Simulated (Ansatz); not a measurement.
# MoSeS: a single-point run

Wanted: a converged single-point run for MoSeS, and a check of what comes out. The structure is shown as the input types it.

Method: density functional or hybrid calculation with the settings of its input, plane waves (as first typed), in Ansatz 0.2.0.

### Step 1. The system as given

It takes space group P-3m1 (No. 164, trigonal). The conventional cell has a = 3.241 Å, b = 3.241 Å, c = 12.872 Å, α = 90.00°, β = 90.00°, γ = 120.00°. Mo (site symmetry 3m) is surrounded by 3 S at 2.41 Å and 3 Se at 2.52 Å. Around Se (site symmetry 3m) lie 3 Mo at 2.52 Å. S (site symmetry 3m) has 3 Mo at 2.41 Å as nearest neighbours.

Structure file:

```
CELL_PARAMETERS angstrom
3.24150 0.00000 0.00000
-1.62075 2.80722 0.00000
0.00000 0.00000 12.87185
ATOMIC_POSITIONS crystal
Mo 0.00000 0.00000 0.26252
Mo 0.00000 0.00000 0.73748
Se 0.66667 0.33333 0.86874
Se 0.33333 0.66667 0.13126
S 0.33333 0.66667 0.38065
S 0.66667 0.33333 0.61935
```

### Step 2. Running it

The input, input.yaml:

```yaml
crystal:
  lattice:
    - [3.2414956821, 0.0, 0.0]
    - [-1.620747841, 2.807217607, 0.0]
    - [0.0, 0.0, 12.8718520875]
  atoms:
    - { symbol: Mo, position: [0.0, 0.0, 0.2625184938] }
    - { symbol: Mo, position: [0.0, 0.0, 0.7374815062] }
    - { symbol: Se, position: [0.6666666667, 0.3333333333, 0.8687443065] }
    - { symbol: Se, position: [0.3333333333, 0.6666666667, 0.1312556935] }
    - { symbol: S, position: [0.3333333333, 0.6666666667, 0.3806468592] }
    - { symbol: S, position: [0.6666666667, 0.3333333333, 0.6193531408] }
kpoints:
  mp_grid: { grid: [6, 6, 2] }
hamiltonian:
  xc: pbesol
scf:
  occupations: { method: fixed }
  n_extra_bands: 5000
output:
  forces: true
  stress: true
  eigenvalues: true
```

Started as:

```bash
$ ansatz run input.yaml --threads 4 --pin off --max-ram 4608MiB --backend cpu --events-out ev --progress --plain --runs-dir out
```

**Question.** How will this run end, and is anything wrong with its input?

The program refused the input before any cycle. Its message: «inconsistent input (scf.n_extra_bands, basis.ecutwfc, kpoints): n_bands = 5036 exceeds the smallest per-k basis n_pw = 2262 (k-point 12, counted from 0 among those solved) — raise basis.ecutwfc or lower scf.n_extra_bands»

The suspect setting: scf.n_extra_bands is 5000. Too few bands are solved: occupations with a smearing or a moment need empty bands above the filled ones.

Fix: set scf.n_extra_bands to 5.
